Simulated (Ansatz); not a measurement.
# TiB (Pnma): equation of state with a fit in Python

Where is the equilibrium volume of TiB (Pnma), and how stiff is it? Wanted for TiB (Pnma): an equation of state with a fit.

Program: the Python package of Ansatz 0.2.0. Level of theory: DFT PBEsol, plane waves, PAW. These are calculated values, not measurements.

### 1 The system

It takes space group Pnma (No. 62, orthorhombic). The conventional cell has a = 6.120 Å, b = 3.060 Å, c = 4.560 Å, α = 90.00°, β = 90.00°, γ = 90.00°. Ti (site symmetry m) has 7 B at 2.34 to 2.54 Å as nearest neighbours. Around B (site symmetry m) lie 2 B at 1.83 Å and 7 Ti at 2.34 to 2.54 Å.

The script holds or builds the structure itself.

### 2 The code

Input file eos_tib.py:

```python
# -*- coding: utf-8 -*-
import warnings

import ansatz as az
from ase.eos import EquationOfState
from ase.units import GPa
import numpy as np

VECTORS = np.array([
    [6.12, 0.0, 0.0],
    [0.0, 3.06, 0.0],
    [0.0, 0.0, 4.56],
])
SITES = [
    ("Ti", (0.177, 0.25, 0.123)),
    ("Ti", (0.823, 0.75, 0.877)),
    ("Ti", (0.323, 0.75, 0.623)),
    ("Ti", (0.677, 0.25, 0.377)),
    ("B", (0.029, 0.25, 0.603)),
    ("B", (0.971, 0.75, 0.397)),
    ("B", (0.471, 0.75, 0.103)),
    ("B", (0.529, 0.25, 0.897)),
]


def crystal_on(cell):
    crystal = az.Crystal(lattice=az.Lattice.of(cell))
    for symbol, position in SITES:
        crystal = crystal.atom(symbol, position)
    return crystal

warnings.simplefilter("ignore", az.DeckWarning)

volumes, energies = [], []
for scale in np.linspace(0.95, 1.07, 5):
    cell = VECTORS * scale ** (1 / 3)
    base = (
        crystal_on(cell).calculation()
        .basis(38 * az.Ry)
        .occupations(az.OccupationsMethod.FERMI_DIRAC, width=0.1)
        .functional("pbesol")
        .kpoints(5, 9, 6)
    )
    rep = base.run(threads=1, pin="off").report
    volumes.append(abs(np.linalg.det(cell)) / len(SITES))
    energies.append(rep["free_energy_ev"] / len(SITES))
    print(f"V = {volumes[-1]:8.4f} A^3/atom  F = {energies[-1]:.5f} eV/atom")

eos = EquationOfState(volumes, energies, eos="sj")
v0, e0, bulk = eos.fit()
print(f"V0 = {v0:.4f} A^3/atom, E0 = {e0:.5f} eV/atom, B = {bulk / GPa:.1f} GPa")
```

### 3 The calls as engine input

The package turns the script's settings into the engine's input (first run):

```yaml
crystal:
  lattice:
    - [6.016251143648338, 0.0, 0.0]
    - [0.0, 3.008125571824169, 0.0]
    - [0.0, 0.0, 4.482696930561507]
  atoms:
    - { symbol: Ti, position: [0.177, 0.25, 0.123] }
    - { symbol: Ti, position: [0.823, 0.75, 0.877] }
    - { symbol: Ti, position: [0.323, 0.75, 0.623] }
    - { symbol: Ti, position: [0.677, 0.25, 0.377] }
    - { symbol: B, position: [0.029, 0.25, 0.603] }
    - { symbol: B, position: [0.971, 0.75, 0.397] }
    - { symbol: B, position: [0.471, 0.75, 0.103] }
    - { symbol: B, position: [0.529, 0.25, 0.897] }
basis:
  ecutwfc: 517.016338673772
kpoints:
  mp_grid:
    grid: [5, 9, 6]
hamiltonian:
  xc: pbesol
scf:
  occupations:
    method: fermi_dirac
    width: 0.1
```

### 4 The run

Run with:

```
> python eos_tib.py
```

**Question.** Estimate the equilibrium volume and the bulk modulus.

As calculated:

| quantity | value |
| --- | --- |
| runs compared | 5 |
| range of energy | 60.47 meV/atom |
| lowest point, volume (Å³/atom) | 10.461 |
| equilibrium volume (fit) | 10.39 Å³/atom |
| bulk modulus (fit) | 224 GPa |

What this shows: A third-order Birch-Murnaghan fit through the 5 points (the script's own form differs a little) has its minimum at 10.39 Å³ an atom, 2.6 % below the typed cell, with a bulk modulus of 224 GPa and dB/dP = 3.9. From that minimum the energy rises by 4.5 meV an atom on the compressed side and 60.8 meV on the expanded side. The window is off centre, so dB/dP is rough. Caveats:
- Spin is left out of this run.
- Shape and fractional positions are held along the curve, so the bulk modulus is an upper value where they are free to relax.
- For a metal this k-point mesh is coarse: on a finer one energies can move by several to tens of meV an atom and pressures by half a GPa or more, differences at one mesh by less.
